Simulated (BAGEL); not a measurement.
# SiHSF2 (SMILES F[SiH](F)[S]): ROHF/aug-cc-pVDZ (density fitting with qzvpp-jkfit)

Aim: the vertical doublet–quartet gap of SiHSF2 at ROHF/aug-cc-pVDZ (density fitting with qzvpp-jkfit), from 2 runs. 

Program for the calculation: BAGEL 1.2.2.

5 further runs of the same task are left out: 2 that didn't finish, 3 set aside as unsound or not needed. Runs told in other sessions of the task aren't counted.

### Step 1. The molecule

The species is SiHSF2 (5 atoms), meant as a doublet with charge 0. As SMILES, `F[SiH](F)[S]`. The coordinates come from a PBE0-D4/def2-TZVP relaxation.

Bond lengths: F1–Si2 1.583 Å, Si2–F3 1.583 Å, Si2–S4 2.103 Å, Si2–H5 1.474 Å. Angles: F1–Si2–F3 105.5°, F1–Si2–S4 111.8°, F3–Si2–S4 111.9°, F1–Si2–H5 110.0°, F3–Si2–H5 110.0°, S4–Si2–H5 107.6°.

### Step 2. The energy at ROHF/aug-cc-pVDZ (density fitting with qzvpp-jkfit)

hf.json

```json
{ "bagel": [

{
  "title": "molecule",
  "basis": "aug-cc-pvdz.json",
  "df_basis": "qzvpp-jkfit",
  "angstrom": true,
  "geometry": [
    { "atom": "F", "xyz": [      -0.294700,      -0.440200,       1.515400 ] },
    { "atom": "Si", "xyz": [       0.087400,       0.010000,       0.046800 ] },
    { "atom": "F", "xyz": [       0.080600,       1.592500,       0.075600 ] },
    { "atom": "S", "xyz": [      -1.256200,      -0.752800,      -1.380300 ] },
    { "atom": "H", "xyz": [       1.432800,      -0.483300,      -0.298900 ] }
  ]
},

{ "title": "rohf", "nopen": 1 },

{ "title": "print", "file": "orbitals.molden", "orbitals": true }

]}
```

The basis set aug-cc-pVDZ is read from a file made from the Basis Set Exchange's data (not shown).

Command:

```console
$ BAGEL_NUM_THREADS=1 BAGEL hf.json > hf.out
```

Standard output:

```text
* using 1 threads per process

  ===============================================================
  ===============================================================

  *** Geometry ***

  { "atom" : "F", "xyz" : [     -0.556902,     -0.831857,      2.863691 ] },
  { "atom" : "Si", "xyz" : [      0.165162,      0.018897,      0.088439 ] },
  { "atom" : "F", "xyz" : [      0.152312,      3.009389,      0.142863 ] },
  { "atom" : "S", "xyz" : [     -2.373874,     -1.422586,     -2.608389 ] },
  { "atom" : "H", "xyz" : [      2.707600,     -0.913305,     -0.564839 ] },

  Number of auxiliary basis functions:      428

  Since a DF basis is specified, we compute 2- and 3-index integrals:
    o Being stored without compression. Storage requirement is 0.041 GB

  Number of basis functions:      109
  Number of electrons      :       49

    * METHOD: MOLECULE                             0.17

  *** Open-shell HF ***

  === Nuclear Repulsion ===
   219.0488923689

      * DIIS with orbital gradients will be used.

  === ROHF iteration (aug-cc-pvdz.json) ===
      0       -885.76725254          0.03442047           0.14
      1       -885.95425204          0.02473624           0.14
      2       -886.03032921          0.01386111           0.14
      3       -886.07797582          0.00139206           0.13
      4       -886.07915067          0.00058965           0.13
      5       -886.07953105          0.00042028           0.13
      6       -886.07990192          0.00020987           0.13
      7       -886.08000478          0.00009696           0.13
      8       -886.08002119          0.00004840           0.13
      9       -886.08002400          0.00001964           0.13
     10       -886.08002414          0.00000950           0.13
     11       -886.08002436          0.00000297           0.13
     12       -886.08002432          0.00000085           0.14
     13       -886.08002434          0.00000037           0.13
     14       -886.08002434          0.00000022           0.13
     15       -886.08002434          0.00000016           0.13
     16       -886.08002434          0.00000008           0.13
     17       -886.08002434          0.00000004           0.14
     18       -886.08002434          0.00000001           0.13
     19       -886.08002434          0.00000001           0.14
    * SCF iteration converged.

    * S^2 (ROHF) is 0.7500

    * Permanent dipole moment:
           (   -0.267640,     0.297494,     0.350549) a.u.

    * METHOD: ROHF                                 2.83

    * METHOD: PRINT                                0.02

  ===============================================================
```

It took 3.3 s on 1 thread of Arm Neoverse V2, shared host.

### Step 3. The quartet, same level

input.json

```json
{ "bagel" : [

{
  "title" : "molecule",
  "basis" : "aug-cc-pvdz.json",
  "df_basis" : "qzvpp-jkfit",
  "angstrom" : "true",
  "geometry" : [
    { "atom" : "F", "xyz" : [      -0.294700,      -0.440200,       1.515400 ] },
    { "atom" : "Si", "xyz" : [       0.087400,       0.010000,       0.046800 ] },
    { "atom" : "F", "xyz" : [       0.080600,       1.592500,       0.075600 ] },
    { "atom" : "S", "xyz" : [      -1.256200,      -0.752800,      -1.380300 ] },
    { "atom" : "H", "xyz" : [       1.432800,      -0.483300,      -0.298900 ] }
  ]
},

{ "title" : "rohf", "nopen" : 3 },

{ "title" : "print", "file" : "orbitals.molden", "orbitals" : "true" }

]}
```

The basis set aug-cc-pVDZ is read from a file made from the Basis Set Exchange's data (not shown).

Command:

```console
$ BAGEL_NUM_THREADS=1 BAGEL input.json > input.out
```

Standard output:

```text
* using 1 threads per process

  ===============================================================
  ===============================================================

  *** Geometry ***

  { "atom" : "F", "xyz" : [     -0.556902,     -0.831857,      2.863691 ] },
  { "atom" : "Si", "xyz" : [      0.165162,      0.018897,      0.088439 ] },
  { "atom" : "F", "xyz" : [      0.152312,      3.009389,      0.142863 ] },
  { "atom" : "S", "xyz" : [     -2.373874,     -1.422586,     -2.608389 ] },
  { "atom" : "H", "xyz" : [      2.707600,     -0.913305,     -0.564839 ] },

  Number of auxiliary basis functions:      428

  Since a DF basis is specified, we compute 2- and 3-index integrals:
    o Being stored without compression. Storage requirement is 0.041 GB

  Number of basis functions:      109
  Number of electrons      :       49

    * METHOD: MOLECULE                             0.17

  *** Open-shell HF ***

  === Nuclear Repulsion ===
   219.0488923689

      * DIIS with orbital gradients will be used.

  === ROHF iteration (aug-cc-pvdz.json) ===
      0       -885.43334125          0.03579284           0.14
      1       -885.62475857          0.03049176           0.14
      2       -885.73847064          0.01723675           0.14
      3       -885.82303487          0.00251022           0.14
      4       -885.83061294          0.00128048           0.14
      5       -885.83401141          0.00080312           0.13
      6       -885.83616795          0.00046843           0.13
      7       -885.83716094          0.00030571           0.13
      8       -885.83752122          0.00020470           0.13
      9       -885.83782974          0.00014587           0.14
     10       -885.83785527          0.00010492           0.14
     11       -885.83793247          0.00009026           0.14
     12       -885.83798934          0.00007857           0.13
     13       -885.83799736          0.00006460           0.13
     14       -885.83805753          0.00005556           0.13
     15       -885.83806577          0.00004569           0.13
[... 15 lines of this table left out ...]
     31       -885.83805706          0.00000006           0.13
     32       -885.83805713          0.00000004           0.13
     33       -885.83805709          0.00000003           0.14
     34       -885.83805712          0.00000002           0.14
     35       -885.83805713          0.00000002           0.14
     36       -885.83805713          0.00000001           0.13
     37       -885.83805713          0.00000001           0.13
     38       -885.83805713          0.00000001           0.13
    * SCF iteration converged.

    * S^2 (ROHF) is 3.7500

    * Permanent dipole moment:
           (   -1.219480,    -0.059729,    -0.402222) a.u.

    * METHOD: ROHF                                 5.43

    * METHOD: PRINT                                0.02

  ===============================================================
```

It took 6 s on 1 thread of Arm Neoverse V2, shared host.

### Step 4. Results

Level: ROHF/aug-cc-pVDZ (density fitting with qzvpp-jkfit).

| quantity | value |
| --- | --- |
| doublet: total energy | -886.08002 Eh |
| doublet: dipole moment | 1.35 D |
| doublet: ⟨S²⟩ | 0.750 |
| quartet: total energy | -885.83806 Eh |
| quartet: dipole moment | 3.27 D |
| quartet: ⟨S²⟩ | 3.750 |
| vertical energy of the quartet above the doublet | 6.584 eV |

**Reading.** At this shape the quartet lies 6.58 eV (152 kcal/mol) above the doublet.
